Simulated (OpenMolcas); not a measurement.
# Pt⁶⁺ among point charges: CASSCF and CASPT2 levels and susceptibility

Aim: the splitting of the states of Pt⁶⁺ in the field of 4 point charges, its lowest levels with spin-orbit coupling and its magnetic susceptibility.

The numbers are computed with OpenMolcas 26.06 (state-averaged CASSCF and CASPT2, spin-orbit coupling by RASSI with atomic mean-field integrals), except any that are marked as measured or tabulated.

**1. What is computed**

| Property | Result |
| --- | --- |
| Species | Pt⁶⁺ (platinum, Z = 78, 72 electrons) |
| Basis | ANO-RCC-VDZP [7s6p4d2f], 59 functions |
| Scalar Hamiltonian | DKH2, point nucleus |
| Inactive shells | 1s 2s 2p 3s 3p 3d 4s 4p 4d 4f 5s 5p |
| Active space | 4 electrons in 5 orbitals (5d) |
| Some configurations of this space | 5d⁴ |
| Orbitals | optimised for each spin and parity, averaged over all roots |

Outer shells as boxes (Hund's rule):

5d4
```
5d [↑ ][↑ ][↑ ][↑ ][  ]
```

The ion sits among 4 point charges of -2.5 e arranged as a tetrahedron (Td), 1.7 Å from the ion.

The work runs as a chain of OpenMolcas steps in one folder; each step below is one input file. Labels, J, g values, rates, χT and fits are worked out afterwards by a script from the matrices that RASSI stores.

**2. Basis and integrals**

Input file a.inp:

```
&GATEWAY
Coord
1

Pt 0.0 0.0 0.0
Basis=ANO-RCC-VDZP
Group=NoSym
NoMove
AngMom=0.0 0.0 0.0
AMFI
XField
4 Angstrom 0
0.981495 0.981495 0.981495 -2.500000
0.981495 -0.981495 -0.981495 -2.500000
-0.981495 0.981495 -0.981495 -2.500000
-0.981495 -0.981495 0.981495 -2.500000
&SEWARD
```

Run with:

```console
OMP_NUM_THREADS=1 MOLCAS_MEM=1689 MOLCAS_PROJECT=a pymolcas a.inp > a.log
```

**3. CASSCF: quintets, 5 roots**

Input file a.inp:

```
&RASSCF
FileOrb=start.orb
Symmetry=1
Spin=5
nActEl=4 0 0
Inactive=34
Ras2=5
CIRoot=5 5 1
SDav=5
CIMx=300
Iter=120 100
PrWF=0.3
OrbListing=Nothing
MaxOrb=0
>>> COPY $Project.JobIph JOB001
```

start.orb holds the contracted functions of the basis, ordered by shell, or the orbitals of the step before.

**4. Reference wave functions, triplets, 45 roots**

Input file a.inp:

```
&RASSCF
FileOrb=start.orb
Symmetry=1
Spin=3
nActEl=4 0 0
Inactive=34
Ras2=5
CIRoot=45 45 1
SDav=45
CIMx=300
Iter=120 100
PrWF=0.3
OrbListing=Nothing
MaxOrb=0
>>> COPY $Project.JobIph JOB002
```

**5. CASSCF: singlets, 50 roots**

Input file a.inp:

```
&RASSCF
FileOrb=start.orb
Symmetry=1
Spin=1
nActEl=4 0 0
Inactive=34
Ras2=5
CIRoot=50 50 1
SDav=50
CIMx=300
Iter=120 100
PrWF=0.3
OrbListing=Nothing
MaxOrb=0
>>> COPY $Project.JobIph JOB003
```

**6. RASSI: spin-orbit coupling between the states**

Input file a.inp:

```
&RASSI
NrOfJobIphs=3 5 45 50
1 2 3 4 5
1 2 3 4 5 6 7 8 9 10 11 12 13 14 15 16 17 18 19 20 21 22 23 24 25 26 27
28 29 30 31 32 33 34 35 36 37 38 39 40 41 42 43 44 45
1 2 3 4 5 6 7 8 9 10 11 12 13 14 15 16 17 18 19 20 21 22 23 24 25 26 27
28 29 30 31 32 33 34 35 36 37 38 39 40 41 42 43 44 45 46 47 48 49 50
IphNames
JOB001
JOB002
JOB003
EJob
SpinOrbit
DIPRint=1.0
SOCoupling=1000.0
Subsets=2
Property=9
'ANGMOM' 1 'ANGMOM' 2 'ANGMOM' 3 'MLTPL  1' 1 'MLTPL  1' 2 'MLTPL  1' 3
'AMFI' 1 'AMFI' 2 'AMFI' 3
SOProperty=3
'ANGMOM' 1 'ANGMOM' 2 'ANGMOM' 3
```

**7. CASPT2: IPEA 0.25, imaginary shift 0.1 (closed shells correlated: 4f 5s 5p)**

Input file a.inp:

```
>>> COPY JOB001 $Project.JobIph
&CASPT2
Multistate=5 1 2 3 4 5
NoMult
Frozen=23
IPEA=0.25
Imaginary=0.1
MaxIter=60
WThr=0.0 0.3 0.05
PrWF=0.5
NoMix
>>> COPY JOB002 $Project.JobIph
&CASPT2
Multistate=45 1 2 3 4 5 6 7 8 9 10 11 12 13 14 15 16 17 18 19 20 21 22
23 24 25 26 27 28 29 30 31 32 33 34 35 36 37 38 39 40 41 42 43 44 45
NoMult
Frozen=23
IPEA=0.25
Imaginary=0.1
MaxIter=60
WThr=0.0 0.3 0.05
PrWF=0.5
NoMix
>>> COPY JOB003 $Project.JobIph
&CASPT2
Multistate=50 1 2 3 4 5 6 7 8 9 10 11 12 13 14 15 16 17 18 19 20 21 22
23 24 25 26 27 28 29 30 31 32 33 34 35 36 37 38 39 40 41 42 43 44 45 46
47 48 49 50
NoMult
Frozen=23
IPEA=0.25
Imaginary=0.1
MaxIter=60
WThr=0.0 0.3 0.05
PrWF=0.5
NoMix
```

(Steps that only read results are left out.)

What does the calculation give? Wanted: spin-free ground state; first state of the same spin within the active space; lowest level; next level.

As calculated:

```
                                            quantity                                                                           value
                                              method  SS-CASPT2, IPEA 0.25, imaginary shift 0.1 (closed shells correlated: 4f 5s 5p)
                              spin-free ground state                                                 5T2, 3-fold in its orbital part
first state of the same spin within the active space                                                                 5E at 6280 cm⁻¹
                                        lowest level                                                                       1-fold A1
                                          next level                                                                     7797.8 cm⁻¹
                                         χT at 300 K                                                                  0.03 cm³ K/mol
                           effective moment at 300 K                                                                         0.51 μB
```

Cost by method:

```tsv
method	time of its own steps	time with the reference
A. CASSCF	27 s	27 s
B. SS-CASPT2, IPEA 0.25, imaginary shift 0.1, +4f 5s 5p	22 s	49 s
```

Times are of one thread on a shared host.

What this shows: The spin-free ground state (5T2) comes to 100 % from free-ion D terms and keeps the highest spin of the shell. χT at 300 K is 0.03, against 3.01 cm³ K/mol for the spin alone, so spin-orbit coupling lowers it. An active space of the d shell alone favours high spin; real ions in strong fields can be low spin. CASPT2 does not keep the components of a term degenerate, and the means are used. The field of point charges can differ much from that of real complexes. Point charges carry no covalency, so the field is a model and not that of real ligands.
